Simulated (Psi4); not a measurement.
**C2HF2Ge (SMILES C#[C][Ge]([F])[F]): UBHLYP/6-31G(d) (spherical functions)**

What is the vertical ionisation energy of C2HF2Ge at UBHLYP/6-31G* (spherical functions)? 

The calculation is run with Psi4 1.11.

## 1. The system as given

C2HF2Ge has 6 atoms, charge 0, and is taken as a doublet. SMILES: `C#[C][Ge]([F])[F]`. Geometry: relaxed at PBE0-D4/def2-TZVP.

Bond lengths: C1–C2 1.206 Å, C2–Ge3 1.892 Å, Ge3–F4 1.728 Å, Ge3–F5 1.728 Å, C1–H6 1.067 Å. Angles: C1–C2–Ge3 171.1°, C2–Ge3–F4 108.5°, C2–Ge3–F5 108.5°, F4–Ge3–F5 104.7°, C2–C1–H6 178.2°.

## 2. Energy and forces at UBHLYP/6-31G(d) (spherical functions)

calc.dat

```
memory 2200 MB

molecule m {
  0 2
  C     -0.190100     0.518400     1.692900
  C     -0.131400     0.204200     0.530300
  Ge    -0.289600    -0.139700    -1.323100
  F     -0.276600    -1.850600    -1.565100
  F      1.142900     0.424100    -2.108200
  H     -0.213200     0.779700     2.727000
  units angstrom
  symmetry c1
}

set {
  basis                6-31G*
  reference            uks
  puream               true
  e_convergence        1e-09
  d_convergence        1e-08
  scf_type             pk
  dft_radial_points    99
  dft_spherical_points 590
  maxiter              100
}

e_tot, wfn = gradient("bhhlyp", return_wfn=True)
oeprop(wfn, "MAYER_INDICES", "LOWDIN_CHARGES", "QUADRUPOLE")
```

Command:

```bash
psi4 calc.dat calc.out -n 1
```

calc.out (excerpt; [...] marks lines left out):

```text
[...]
  Running in c1 symmetry.
[...]
  Nuclear repulsion =  338.439495053189944
[...]
  Multiplicity = 2
[...]
  Nalpha       = 32
  Nbeta        = 31
[...]
    Number of basis functions: 90
[...]
   @UKS iter   1: -2351.91624210470536   -3.19918e+00   2.82179e-02 ADIIS/DIIS
[...]
   @UKS iter  16: -2353.02713973749860   -3.63798e-12   6.38207e-09 DIIS
[...]
   @S^2 Observed:                7.540033397E-01
[...]
    Orbital Energies [Eh]
    ---------------------
    Alpha Occupied:
       1A   -401.300569     2A    -50.783529     3A    -45.143566
       4A    -45.142052     5A    -45.141674     6A    -25.299127
       7A    -25.299097     8A    -10.632809     9A    -10.615780
      10A     -6.688758    11A     -4.786514    12A     -4.783929
      13A     -4.782341    14A     -1.471685    15A     -1.463094
      16A     -1.455118    17A     -1.453052    18A     -1.452613
      19A     -1.320808    20A     -1.297378    21A     -0.888375
      22A     -0.694324    23A     -0.634763    24A     -0.552556
      25A     -0.551861    26A     -0.524582    27A     -0.499937
      28A     -0.488686    29A     -0.485959    30A     -0.377799
      31A     -0.368112    32A     -0.314433
[...]
  @UKS Final Energy: -2353.02713973749860
   => Energetics <=
    Nuclear Repulsion Energy =            338.4394950531899440
    One-Electron Energy =               -3949.5832601986685404
    Two-Electron Energy =                1315.0867815725016499
    DFT Exchange-Correlation Energy =     -56.9701561645221588
    Empirical Dispersion Energy =           0.0000000000000000
    VV10 Nonlocal Energy =                  0.0000000000000000
    Total Energy =                      -2353.0271397374986009
  UHF NO Occupations:
  HONO-2 :   30  A 1.9995990
  HONO-1 :   31  A 1.9989743
[...]
  -Total Gradient:
     Atom            X                  Y                   Z
    ------   -----------------  -----------------  -----------------
       1       -0.000565489490     0.001089417547     0.003084016092
       2        0.001395683982    -0.002234851114    -0.005733743573
       3       -0.003547560532     0.002184382746     0.000153557131
       4        0.000055699136    -0.003527225527    -0.000495598418
       5        0.003021275592     0.001160286572    -0.001635322605
       6       -0.000276445571     0.001271788276     0.004608317869
[...]
 Multipole Moments:
 ------------------------------------------------------------------------------------
     Multipole            Electronic (a.u.)      Nuclear  (a.u.)        Total (a.u.)
 ------------------------------------------------------------------------------------
 L = 1.  Multiply by 2.5417464519 to convert [e a0] to [Debye]
 Dipole X            :         -1.7148001            1.0174442           -0.6973560
 Dipole Y            :         -0.6390960            1.2773611            0.6382651
 Dipole Z            :         -7.1560231            8.0078096            0.8517865
 Magnitude           :                                                    1.2724889
 L = 2.  Multiply by 1.3450342976 to convert [e a0^2] to [Debye ang]
 Quadrupole XX       :        -83.2346390           54.6074519          -28.6271871
 Quadrupole XY       :        -32.1181564           30.8964161           -1.2217402
[...]
```

It took 36 s on 1 thread of Intel Xeon Platinum 8259CL at 2.50GHz (Skylake/Cascade Lake), shared host; peak memory 0.96 GiB.

## 3. The singlet cation at the same level

c2hf2ge.xyz

```xyz
6
C2HF2Ge
C     -0.190100     0.518400     1.692900
C     -0.131400     0.204200     0.530300
Ge    -0.289600    -0.139700    -1.323100
F     -0.276600    -1.850600    -1.565100
F      1.142900     0.424100    -2.108200
H     -0.213200     0.779700     2.727000
```

run.py

```python
import psi4

psi4.set_memory('2200 MB')
psi4.set_num_threads(1)
psi4.set_output_file('psi4.out', False)

with open('c2hf2ge.xyz') as f:
    atoms = ''.join(f.readlines()[2:])
m = psi4.geometry('1 1\n' + atoms + 'symmetry c1')

psi4.set_options(dict(puream=True, e_convergence=1e-09, d_convergence=1e-08, scf_type='pk', dft_radial_points=99, dft_spherical_points=590))

e_tot, wfn = psi4.gradient('bhhlyp/6-31G*', molecule=m, return_wfn=True)
psi4.oeprop(wfn, 'LOWDIN_CHARGES', 'DIPOLE', 'MULLIKEN_CHARGES', title='BHHLYP')
print('gradient / Eh bohr^-1')
print(e_tot.np.round(6))
print(f'energy = {wfn.energy():.10f} Eh')
```

Command:

```bash
python run.py
```

psi4.out (excerpt; [...] marks lines left out):

```text
[...]
  Running in c1 symmetry.
[...]
  Nuclear repulsion =  338.439495053189944
[...]
  Multiplicity = 1
[...]
  Nalpha       = 31
  Nbeta        = 31
[...]
    Number of basis functions: 90
[...]
   @RKS iter   1: -2351.65430111105388   -2.93724e+00   2.77246e-02 ADIIS/DIIS
[...]
   @RKS iter  14: -2352.66142144061632   -3.63798e-12   6.05857e-09 DIIS
[...]
  @RKS Final Energy: -2352.66142144061632
   => Energetics <=
    Nuclear Repulsion Energy =            338.4394950531899440
    One-Electron Energy =               -3932.5419720565578245
    Two-Electron Energy =                1298.1998810209863677
    DFT Exchange-Correlation Energy =     -56.7588254582345471
    Empirical Dispersion Energy =           0.0000000000000000
    VV10 Nonlocal Energy =                  0.0000000000000000
    Total Energy =                      -2352.6614214406158681
[...]
  -Total Gradient:
     Atom            X                  Y                   Z
    ------   -----------------  -----------------  -----------------
       1        0.003930815998    -0.003403340469    -0.003982517764
       2        0.022114643094    -0.004130272283     0.040474162128
       3       -0.082632050230     0.041565917280    -0.041600558580
       4        0.017892199970    -0.036791203935     0.007810550344
       5        0.041662171430     0.001244871639    -0.001291189881
       6       -0.002884382820     0.001458089838    -0.001427492820
[...]
 Multipole Moments:
 ------------------------------------------------------------------------------------
     Multipole            Electronic (a.u.)      Nuclear  (a.u.)        Total (a.u.)
 ------------------------------------------------------------------------------------
 L = 1.  Multiply by 2.5417464519 to convert [e a0] to [Debye]
 Dipole X            :         -2.3098706            1.0174442           -1.2924264
 Dipole Y            :         -0.1370609            1.2773611            1.1403002
 Dipole Z            :         -6.6087683            8.0078096            1.3990413
 Magnitude           :                                                    2.2199025
[...]
```

On the terminal:

```text
gradient / Eh bohr^-1
[[ 0.003931 -0.003403 -0.003983]
 [ 0.022115 -0.00413   0.040474]
 [-0.082632  0.041566 -0.041601]
 [ 0.017892 -0.036791  0.007811]
 [ 0.041662  0.001245 -0.001291]
 [-0.002884  0.001458 -0.001427]]
energy = -2352.6614214406 Eh
```

Wall time 25 s (1 thread of Intel Xeon Platinum 8259CL at 2.50GHz (Skylake/Cascade Lake), shared host); peak memory 0.96 GiB.

## 4. Summary of results

At UBHLYP/6-31G* (spherical functions):

```
                                           quantity           value
                      doublet C2HF2Ge: total energy  -2353.02714 Eh
                     doublet C2HF2Ge: dipole moment          3.23 D
doublet C2HF2Ge: HOMO energy (highest over α and β)        -8.56 eV
 doublet C2HF2Ge: LUMO energy (lowest over α and β)        -3.06 eV
                              doublet C2HF2Ge: ⟨S²⟩           0.754
          doublet C2HF2Ge: largest force on an atom      0.324 eV/Å
                       singlet cation: total energy  -2352.66142 Eh
                        singlet cation: HOMO energy       -16.12 eV
                        singlet cation: LUMO energy       -11.25 eV
                      singlet cation: HOMO–LUMO gap         4.88 eV
           singlet cation: largest force on an atom      5.215 eV/Å
 vertical ionisation energy (to the singlet cation)        9.952 eV
```

In words: Removing an electron at fixed nuclei costs 9.95 eV (960 kJ/mol). The largest force (doublet C2HF2Ge) is 0.32 eV/Å: the shape isn't a stationary point for this species at this level. Mulliken charges (singlet cation) run from -0.31 on F4 to +1.18 on Ge3; they depend strongly on the basis.
